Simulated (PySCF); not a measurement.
# GeCl₂: triplet, from a linear start

Aim: relax GeCl₂ as a triplet from a linear start, check by its vibrations whether the end is a minimum, and collect its spectrum and constants.

Program: PySCF 2.14.0. Level of theory: PBE0, basis Ge def2-TZVP, Cl def2-TZVP, no relativity, density fitting. These are calculated values, not measurements.

## (1) The system as given

3 atoms, charge 0, spin multiplicity 3.

Bond lengths: Ge1–Cl2 2.200 Å, Ge1–Cl3 2.200 Å. Angles: Cl2–Ge1–Cl3 180.0°.

```xyz
3
charge 0 multiplicity 3
Ge    0.0000    0.0000    0.0000
Cl    0.0000    0.0000    2.2000
Cl    0.0000    0.0000   -2.2000
```

## (2) The SCF at the typed geometry

The steps below are one call of a driver around PySCF. For each, scf.py gives the equivalent set-up of the SCF; relaxations use the driver's own optimiser. After this first run the driver tries any further starts and a stability analysis.

Input file scf.py:

```python
from pyscf import gto, scf, dft
mol = gto.M(atom='''
Ge     0.000000     0.000000     0.000000
Cl     0.000000     0.000000     2.200000
Cl     0.000000     0.000000    -2.200000''',
    basis={'Ge': 'def2-TZVP', 'Cl': 'def2-TZVP'},
    charge=0, spin=2)
mf = dft.UKS(mol, xc='PBE0')
mf.grids.atom_grid = (50, 194)
aux = {'Ge': 'def2-universal-JKFIT', 'Cl': 'def2-universal-JKFIT'}
mf = mf.density_fit(auxbasis=aux)
mf.conv_tol = 1e-08
mf.diis_space = 10
mf.max_cycle = 60
mf.init_guess = 'minao'
mf.verbose = 4
mf.kernel()
```

On the command line:

```bash
> OMP_NUM_THREADS=4 python axn.py task.json out
```

The program printed:

```text
init E= -2996.37448740431
[... the frontier-level lines of each cycle are left out ...]
cycle= 1 E= -2996.76524259376  delta_E= -0.391  |g|= 0.517  |ddm|= 1.54
cycle= 2 E= -2996.65620827185  delta_E= 0.109  |g|= 0.763  |ddm|= 0.954
cycle= 3 E= -2996.83891755464  delta_E= -0.183  |g|= 0.0642  |ddm|= 0.572
cycle= 4 E= -2996.8406074075  delta_E= -0.00169  |g|= 0.0232  |ddm|= 0.0745
cycle= 5 E= -2996.84094244134  delta_E= -0.000335  |g|= 0.00319  |ddm|= 0.025
cycle= 6 E= -2996.84095058149  delta_E= -8.14e-06  |g|= 0.000403  |ddm|= 0.00523
cycle= 7 E= -2996.84095076042  delta_E= -1.79e-07  |g|= 8.74e-05  |ddm|= 0.000667
cycle= 8 E= -2996.84095076661  delta_E= -6.2e-09  |g|= 5.64e-05  |ddm|= 0.000168
Extra cycle  E= -2996.84095076733  delta_E= -7.18e-10  |g|= 4.79e-05  |ddm|= 9.33e-05
converged SCF energy = -2996.84095076733  <S^2> = 2.007206  2S+1 = 3.0048002
```

This step, with its further starts and checks, ran for 13 s (4 threads of Arm Neoverse V1, shared host).

The starts that the driver tried:

| start | energy (Eh) |
| --- | --- |
| the minimal-basis guess | -2996.840951 |
| a thermally smeared density | -2996.840951 |
| a smeared PBE density | -2996.840951 |

No lower solution of this spin turned up from the other starts or in the test of internal stability.

## (3) Relaxing the triplet from the linear start

The program finds D∞h symmetry in the start, which this walk keeps. The walk stops when the largest gradient is under 0.0003 Eh/bohr and the energy has settled too.

Changes to scf.py since step 2:

```diff
@@ -15 +14,0 @@
-mf.init_guess = 'minao'
```

Energy and gradient, step by step:

| step | energy (Eh) | change (kJ/mol) | largest symmetric gradient (Eh/bohr) |
| --- | --- | --- | --- |
| 0 | -2996.840951 | 0.00 | 0.00705 |
| 1 | -2996.841298 | -0.91 | 0.00185 |
| 2 | -2996.841326 | -0.99 | 0.00012 |
| 3 | -2996.841326 | -0.99 | 0.00000 |

The walk took 7.6 s.

Geometry (Å) and forces (eV/Å) at some steps:

```
step 0
Ge   0.000   0.000   0.000   0.000   0.000   0.000
Cl   0.000   0.000   2.200   0.000   0.000   0.363
Cl   0.000   0.000  -2.200   0.000   0.000  -0.363
step 1
Ge   0.000   0.000   0.000   0.000   0.000   0.000
Cl   0.000   0.000   2.221   0.000   0.000   0.095
Cl   0.000   0.000  -2.221   0.000   0.000  -0.095
step 2
Ge   0.000   0.000   0.000   0.000   0.000   0.000
Cl   0.000   0.000   2.228   0.000   0.000   0.006
Cl   0.000   0.000  -2.228   0.000   0.000  -0.006
step 3
Ge   0.000   0.000   0.000   0.000   0.000   0.000
Cl   0.000   0.000   2.229   0.000   0.000   0.000
Cl   0.000   0.000  -2.229   0.000   0.000   0.000
```

End point (D∞h, 3 steps, 1.0 kJ/mol gained): Ge–Cl 2.229 Å (×2); Cl–Ge–Cl 180.0°.

## (4) Frequencies

On the finer grid the gradient is checked again; gradients at displacements of ±0.02 bohr then give force constants and infrared intensities.

Changes to scf.py since step 3:

```diff
@@ -3,3 +3,3 @@
-Ge     0.000000     0.000000     0.000000
-Cl     0.000000     0.000000     2.200000
-Cl     0.000000     0.000000    -2.200000''',
+Ge    -0.000000     0.000000    -0.000000
+Cl     0.000000     0.000000     2.228818
+Cl    -0.000000     0.000000    -2.228818''',
@@ -9 +9 @@
-mf.grids.atom_grid = (50, 194)
+mf.grids.atom_grid = (75, 302)
@@ -12 +12 @@
-mf.conv_tol = 1e-08
+mf.conv_tol = 1e-10
```

The driver hands on the density of the step before, so the log starts near convergence.

SCF at the final geometry:

```text
init E= -2996.84127908413
[... the frontier-level lines of each cycle are left out ...]
cycle= 1 E= -2996.84127908413  delta_E= -3.64e-12  |g|= 6.93e-07  |ddm|= 1.06e-06
Extra cycle  E= -2996.84127908413  delta_E= 2.27e-12  |g|= 7.12e-07  |ddm|= 1.12e-06
converged SCF energy = -2996.84127908413  <S^2> = 2.0075148  2S+1 = 3.0050057
```

The whole step took 25 s.

Geometry: D∞h; Ge–Cl 2.229 Å (×2); Cl–Ge–Cl 180.0°.

Modes, for the most abundant isotopes:

```tsv
ω (cm⁻¹)	IR (km/mol)	type
129i	0.6	bend
135	3.1	bend
302	0.0	stretch
342	95.3	stretch
```

1 mode is imaginary, the largest at 129i cm⁻¹: a saddle point, not a minimum.

Here the density breaks the symmetry of the frame, and no labels are given; pairs that should be degenerate can split.

Properties at this point:

```yaml
Dipole_moment: 0.00 D
Highest_occupied_level: -5.55 eV
Lowest_empty_level: -4.79 eV
Rotational_constants: 0.04852 cm⁻¹
Zero-point_energy_real_modes: 4.7 kJ/mol
Principal_polarisabilities: 37.9, 38.9, 103.6 bohr³
Atomisation_energy_without_zero-point_energy: 502 kJ/mol
Principal_traceless_quadrupole_moments_about_the_centre_of_mass: -4.67, -0.69, 5.36 D Å
Spin_squared_⟨S²⟩: 2.008
```

Populations by atom (charges in e):

| atom | Mulliken | Löwdin | polar tensor | spin (Mulliken) | Mayer order to Ge1 |
| --- | --- | --- | --- | --- | --- |
| Ge1 | 0.47 | -0.11 | 0.79 | 1.31 | – |
| Cl2,3 | -0.24 | 0.06 | -0.39 | 0.35 | 0.99 |

Outer orbital energies (eV). α occupied: -15.19, -12.18, -10.29, -10.20, -9.86, -9.81, -7.85, -5.55; empty: -3.60, 1.59, 4.17, 4.23. β occupied: -22.89, -22.78, -13.86, -11.11, -10.00, -9.76, -9.68, -9.49; empty: -4.79, -2.71, -1.89, 2.32.

Mulliken populations on Ge1: s 7.59, p 13.73, d 10.18, f 0.03.

## (5) Following the imaginary mode

The start is the last point, displaced along its most imaginary mode.

The program finds C2v symmetry in the start, which this walk keeps. The walk stops when the largest gradient is under 0.0003 Eh/bohr and the energy has settled too.

Changes to scf.py since step 4:

```diff
@@ -3,3 +3,3 @@
-Ge    -0.000000     0.000000    -0.000000
-Cl     0.000000     0.000000     2.228818
-Cl    -0.000000     0.000000    -2.228818''',
+Ge     0.149372     0.183394    -0.000000
+Cl    -0.157880    -0.193840     2.228818
+Cl    -0.157880    -0.193840    -2.228818''',
@@ -9 +9 @@
-mf.grids.atom_grid = (75, 302)
+mf.grids.atom_grid = (50, 194)
@@ -12 +12 @@
-mf.conv_tol = 1e-10
+mf.conv_tol = 1e-08
```

Energy and gradient, step by step:

| step | energy (Eh) | change (kJ/mol) | largest symmetric gradient (Eh/bohr) |
| --- | --- | --- | --- |
| 0 | -2996.846035 | 0.00 | 0.01782 |
| 1 | -2996.852078 | -15.87 | 0.01366 |
| 2 | -2996.861638 | -40.97 | 0.00767 |
| 3 | -2996.862476 | -43.16 | 0.00185 |
| 4 | -2996.862489 | -43.20 | 0.00130 |
| 5 | -2996.862506 | -43.24 | 0.00009 |
| 6 | -2996.862506 | -43.24 | 0.00002 |

The walk took 15 s.

End point (C2v, 6 steps, 43.2 kJ/mol gained): Ge–Cl 2.151 Å (×2); Cl–Ge–Cl 118.8°.

## (6) Hessian and properties

The same treatment as at the point before.

Changes to scf.py since step 5:

```diff
@@ -3,3 +3,3 @@
-Ge     0.149372     0.183394    -0.000000
-Cl    -0.157880    -0.193840     2.228818
-Cl    -0.157880    -0.193840    -2.228818''',
+Ge     0.336465     0.413101    -0.000000
+Cl    -0.355427    -0.436382     1.851694
+Cl    -0.355427    -0.436382    -1.851694''',
@@ -9 +9 @@
-mf.grids.atom_grid = (50, 194)
+mf.grids.atom_grid = (75, 302)
@@ -12 +12 @@
-mf.conv_tol = 1e-08
+mf.conv_tol = 1e-10
```

SCF at the final geometry:

```text
init E= -2996.86243244956
[... the frontier-level lines of each cycle are left out ...]
cycle= 1 E= -2996.86243244954  delta_E= 1.36e-11  |g|= 2.21e-06  |ddm|= 3.38e-06
Extra cycle  E= -2996.86243244954  delta_E=    0  |g|= 3.3e-06  |ddm|= 4.34e-06
converged SCF energy = -2996.86243244954  <S^2> = 2.0046505  2S+1 = 3.0030988
```

The whole step ran for 31 s (4 threads of Arm Neoverse V1, shared host).

Geometry: C2v; Ge–Cl 2.152 Å (×2); Cl–Ge–Cl 118.8°.

Harmonic modes (main isotopes):

```
symmetry  ω (cm⁻¹)  IR (km/mol)     type
      a1       116          1.4     bend
      a1       382         11.2  stretch
      b2       432         65.2  stretch
```

All wavenumbers are real: a minimum.

Constants and moments:

```
Dipole moment                                                   : 1.07 D
Highest occupied level                                          : -5.35 eV
Lowest empty level                                              : -5.29 eV
Rotational constants                                            : 0.3908, 0.0703, 0.05958 cm⁻¹
Zero-point energy                                               : 5.6 kJ/mol
Principal polarisabilities                                      : 39.1, 48.4, 78.5 bohr³
Atomisation energy without zero-point energy                    : 558 kJ/mol
Principal traceless quadrupole moments about the centre of mass : -1.68, -1.59, 3.28 D Å
Entropy at 298.15 K and 1 bar (electronic part: spin only)      : 305.7 J/(mol K)
Heat capacity Cp at 298.15 K                                    : 53.5 J/(mol K)
Enthalpy at 298.15 K above 0 K                                  : 13.36 kJ/mol
Rotational symmetry number                                      : 2
Spin squared ⟨S²⟩                                               : 2.005
```

Charges (e) and bond orders:

```json
{"atom": "Ge1", "Mulliken": "0.43", "Löwdin": "-0.24", "polar tensor": "0.75", "spin (Mulliken)": "1.52", "Mayer order to Ge1": "–"}
{"atom": "Cl2,3", "Mulliken": "-0.21", "Löwdin": "0.12", "polar tensor": "-0.38", "spin (Mulliken)": "0.24", "Mayer order to Ge1": "1.08"}
```

Outer orbital energies (eV). α occupied: -15.28, -12.02, -10.59, -10.55, -9.96, -9.77, -8.71, -5.35; empty: -1.14, 0.10, 4.25, 4.39. β occupied: -23.43, -23.01, -14.06, -11.28, -10.24, -10.07, -9.64, -9.64; empty: -5.29, -1.67, -0.30, 1.04.

Mulliken populations on Ge1: s 7.43, p 13.91, d 10.19, f 0.04.

## (7) All stationary points

| spin | group | bonds | imaginary modes (cm⁻¹) | ΔE (kJ/mol) | with zero-point energy |
| --- | --- | --- | --- | --- | --- |
| triplet | C2v | Ge–Cl 2.152 Å (×2) | none | 0.0 | 0.0 |
| triplet | D∞h (density of lower symmetry) | Ge–Cl 2.229 Å (×2) | 129i | 55.5 | – |

## (8) What came out

| quantity | value |
| --- | --- |
| minimum | triplet, C2v |
| geometry | Ge–Cl 2.152 Å (×2); Cl–Ge–Cl 118.8° |
| wavenumbers (cm⁻¹) | 116 (a1), 382 (a1), 432 (b2) |
| dipole moment | 1.07 D |
| highest occupied, lowest empty level (either spin) | -5.35, -5.29 eV |
| polar-tensor charge of Ge1 | +0.75 e |
| zero-point energy | 5.6 kJ/mol |
| entropy at 298.15 K | 305.7 J/(mol K) |
| atomisation energy (no zero-point energy) | 558 kJ/mol |
| ⟨S²⟩ | 2.005 |

What this shows: The linear start (D∞h) ends in a minimum of C2v symmetry, after a stop at a saddle point 55.5 kJ/mol higher, from which it was pushed off along an imaginary mode. In the infrared the band at 432 cm⁻¹ (b2, stretch) leads. Most of the spin sits on Ge1 (Mulliken spin 1.52, against 2 for the whole molecule). Only this shape and spin were tried, so other structures or states may lie lower.

The search up to here took 92 s.
